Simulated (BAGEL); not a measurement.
# C3H6Al− (SMILES [AlH3-][CH]1C=C1) at HF/cc-pVDZ (density fitting with qzvpp-jkfit)

What is the vertical singlet–triplet gap of C3H6Al− at HF/cc-pVDZ (density fitting with qzvpp-jkfit)? 

The calculation is run with BAGEL 1.2.2.

2 further runs of the same task are left out: 2 that didn't finish. Runs told in other sessions of the task aren't counted.

## Step 1: The structure to begin with

The species is C3H6Al− (10 atoms), meant as a singlet with charge -1. As SMILES, `[AlH3-][CH]1C=C1`. The shape comes from GFN2-xTB, which is rough for such elements, and wasn't checked as a minimum.

Bond lengths: Al1–C2 2.038 Å, C2–C3 1.534 Å, C2–C4 1.533 Å, C3–C4 1.291 Å, Al1–H5 1.622 Å, Al1–H6 1.622 Å, Al1–H7 1.623 Å, C2–H8 1.118 Å, C3–H9 1.067 Å, C4–H10 1.067 Å. Some angles: Al1–C2–C3 120.6°, Al1–C2–C4 120.9°, C3–C2–C4 49.8°, C2–C3–C4 65.1°, C2–C4–C3 65.1°, Al1–C2–H8 122.5°, C3–C2–H8 110.9°, C4–C2–H8 110.9°, C2–Al1–H5 109.9°, C2–Al1–H6 110.4°.

## Step 2: A single-point energy at HF/cc-pVDZ (density fitting with qzvpp-jkfit)

File input.json:

```json
{ "bagel" : [

{
  "title" : "molecule",
  "basis" : "cc-pvdz.json",
  "df_basis" : "qzvpp-jkfit",
  "angstrom" : "true",
  "geometry" : [
    { "atom" : "Al", "xyz" : [      -1.170310,       0.750830,      -0.726950 ] },
    { "atom" : "C", "xyz" : [      -0.077570,      -0.649730,       0.272410 ] },
    { "atom" : "C", "xyz" : [       1.441100,      -0.742010,       0.075020 ] },
    { "atom" : "C", "xyz" : [       1.068550,      -0.236830,       1.203700 ] },
    { "atom" : "H", "xyz" : [      -1.737190,       0.125090,      -2.111880 ] },
    { "atom" : "H", "xyz" : [      -2.417120,       1.248100,       0.183010 ] },
    { "atom" : "H", "xyz" : [      -0.174840,       1.993820,      -1.041410 ] },
    { "atom" : "H", "xyz" : [      -0.502130,      -1.639080,       0.575290 ] },
    { "atom" : "H", "xyz" : [       2.233980,      -1.034240,      -0.576290 ] },
    { "atom" : "H", "xyz" : [       1.335510,       0.184050,       2.147110 ] }
  ]
},

{ "title" : "hf", "charge" : -1 },

{ "title" : "print", "file" : "orbitals.molden", "orbitals" : "true" }

]}
```

The basis set cc-pVDZ is read from a file made from the Basis Set Exchange's data (not shown).

On the command line:

```
$ BAGEL_NUM_THREADS=1 BAGEL input.json > input.out
```

Standard output:

```text
* using 1 threads per process

  ===============================================================
  ===============================================================

  *** Geometry ***

  { "atom" : "Al", "xyz" : [     -2.211565,      1.418863,     -1.373736 ] },
  { "atom" : "C", "xyz" : [     -0.146586,     -1.227812,      0.514780 ] },
  { "atom" : "C", "xyz" : [      2.723284,     -1.402196,      0.141767 ] },
  { "atom" : "C", "xyz" : [      2.019267,     -0.447544,      2.274663 ] },
  { "atom" : "H", "xyz" : [     -3.282813,      0.236386,     -3.990875 ] },
  { "atom" : "H", "xyz" : [     -4.567695,      2.358567,      0.345839 ] },
  { "atom" : "H", "xyz" : [     -0.330400,      3.767774,     -1.967980 ] },
  { "atom" : "H", "xyz" : [     -0.948888,     -3.097412,      1.087141 ] },
  { "atom" : "H", "xyz" : [      4.221610,     -1.954430,     -1.089030 ] },
  { "atom" : "H", "xyz" : [      2.523748,      0.347804,      4.057450 ] },

  Number of auxiliary basis functions:      461

  Since a DF basis is specified, we compute 2- and 3-index integrals:
    o Being stored without compression. Storage requirement is 0.030 GB

  Number of basis functions:       90
  Number of electrons      :       37

    * METHOD: MOLECULE                             0.14

  *** RHF ***

  === Nuclear Repulsion ===
   132.5158094401

      * DIIS with orbital gradients will be used.

  === RHF iteration (cc-pvdz.json) ===
      0       -358.75815847          0.01395839           0.03
      1       -358.87342922          0.00723980           0.03
      2       -358.89758309          0.00137571           0.03
      3       -358.89913885          0.00023229           0.03
      4       -358.89917514          0.00007918           0.03
      5       -358.89918089          0.00002172           0.03
      6       -358.89918153          0.00000486           0.03
      7       -358.89918157          0.00000159           0.03
      8       -358.89918158          0.00000042           0.03
      9       -358.89918158          0.00000014           0.03
     10       -358.89918158          0.00000007           0.03
     11       -358.89918158          0.00000003           0.03
     12       -358.89918158          0.00000001           0.03
     13       -358.89918158          0.00000001           0.03
    * SCF iteration converged.

    * Permanent dipole moment:
           (   -1.915862,     1.237964,    -1.201330) a.u.

    * METHOD: HF                                   0.54

    * METHOD: PRINT                                0.01

  ===============================================================
```

It took 0.84 s on 1 thread of AMD EPYC 9B45 (Zen 5), shared host; peak memory 0.12 GiB.

## Step 3: The triplet

File input.json:

```json
{ "bagel" : [

{
  "title" : "molecule",
  "basis" : "cc-pvdz.json",
  "df_basis" : "qzvpp-jkfit",
  "angstrom" : true,
  "geometry" : [
    { "atom" : "Al", "xyz" : [   -1.170310,    0.750830,   -0.726950 ] },
    { "atom" : "C", "xyz" : [   -0.077570,   -0.649730,    0.272410 ] },
    { "atom" : "C", "xyz" : [    1.441100,   -0.742010,    0.075020 ] },
    { "atom" : "C", "xyz" : [    1.068550,   -0.236830,    1.203700 ] },
    { "atom" : "H", "xyz" : [   -1.737190,    0.125090,   -2.111880 ] },
    { "atom" : "H", "xyz" : [   -2.417120,    1.248100,    0.183010 ] },
    { "atom" : "H", "xyz" : [   -0.174840,    1.993820,   -1.041410 ] },
    { "atom" : "H", "xyz" : [   -0.502130,   -1.639080,    0.575290 ] },
    { "atom" : "H", "xyz" : [    2.233980,   -1.034240,   -0.576290 ] },
    { "atom" : "H", "xyz" : [    1.335510,    0.184050,    2.147110 ] }
  ]
},
{
  "title" : "uhf",
  "charge" : -1,
  "nopen" : 2
},
{
  "title" : "print",
  "file" : "orbitals.molden",
  "orbitals" : true
}

]}
```

The basis set cc-pVDZ is read from a file made from the Basis Set Exchange's data (not shown).

On the command line:

```
$ BAGEL_NUM_THREADS=1 BAGEL input.json > input.out
```

Standard output:

```text
* using 1 threads per process

  ===============================================================
  ===============================================================

  *** Geometry ***

  { "atom" : "Al", "xyz" : [     -2.211565,      1.418863,     -1.373736 ] },
  { "atom" : "C", "xyz" : [     -0.146586,     -1.227812,      0.514780 ] },
  { "atom" : "C", "xyz" : [      2.723284,     -1.402196,      0.141767 ] },
  { "atom" : "C", "xyz" : [      2.019267,     -0.447544,      2.274663 ] },
  { "atom" : "H", "xyz" : [     -3.282813,      0.236386,     -3.990875 ] },
  { "atom" : "H", "xyz" : [     -4.567695,      2.358567,      0.345839 ] },
  { "atom" : "H", "xyz" : [     -0.330400,      3.767774,     -1.967980 ] },
  { "atom" : "H", "xyz" : [     -0.948888,     -3.097412,      1.087141 ] },
  { "atom" : "H", "xyz" : [      4.221610,     -1.954430,     -1.089030 ] },
  { "atom" : "H", "xyz" : [      2.523748,      0.347804,      4.057450 ] },

  Number of auxiliary basis functions:      461

  Since a DF basis is specified, we compute 2- and 3-index integrals:
    o Being stored without compression. Storage requirement is 0.030 GB

  Number of basis functions:       90
  Number of electrons      :       37

    * METHOD: MOLECULE                             0.14

  *** Open-shell HF ***

  === Nuclear Repulsion ===
   132.5158094401

      * DIIS with orbital gradients will be used.

  === UHF iteration (cc-pvdz.json) ===
      0       -358.63656396          0.02762745           0.06
      1       -358.76050408          0.01502277           0.07
      2       -358.78614583          0.00793968           0.07
      3       -358.79518892          0.00190444           0.06
      4       -358.79820002          0.00128263           0.07
      5       -358.79965559          0.00087968           0.07
      6       -358.80108125          0.00024548           0.06
      7       -358.80113323          0.00014274           0.07
      8       -358.80117166          0.00007917           0.07
      9       -358.80118155          0.00004352           0.06
     10       -358.80118541          0.00001586           0.07
     11       -358.80118582          0.00000485           0.07
     12       -358.80118589          0.00000236           0.07
     13       -358.80118592          0.00000100           0.07
     14       -358.80118592          0.00000040           0.06
     15       -358.80118592          0.00000020           0.07
     16       -358.80118592          0.00000010           0.07
     17       -358.80118592          0.00000005           0.06
     18       -358.80118592          0.00000003           0.07
     19       -358.80118592          0.00000002           0.07
     20       -358.80118592          0.00000001           0.07
    * SCF iteration converged.

    * S^2 (UHF) is 2.0317

    * Permanent dipole moment:
           (   -1.552990,     1.218158,    -1.070933) a.u.

    * METHOD: UHF                                  1.46

    * METHOD: PRINT                                0.01

  ===============================================================
```

It took 1.8 s on 1 thread of AMD EPYC 9B45 (Zen 5), shared host; peak memory 0.12 GiB.

## Step 4: Outcome

At HF/cc-pVDZ (density fitting with qzvpp-jkfit):

| quantity | value |
| --- | --- |
| singlet: total energy | -358.89918 Eh |
| singlet: HOMO energy | -3.73 eV |
| singlet: LUMO energy | 8.35 eV |
| singlet: HOMO–LUMO gap (to an unbound level, set by the basis) | 12.08 eV |
| triplet: total energy | -358.80119 Eh |
| triplet: ⟨S²⟩ | 2.032 |
| vertical energy of the triplet above the singlet | 2.667 eV |

In words: At this shape the triplet lies 2.67 eV (61 kcal/mol) above the singlet.
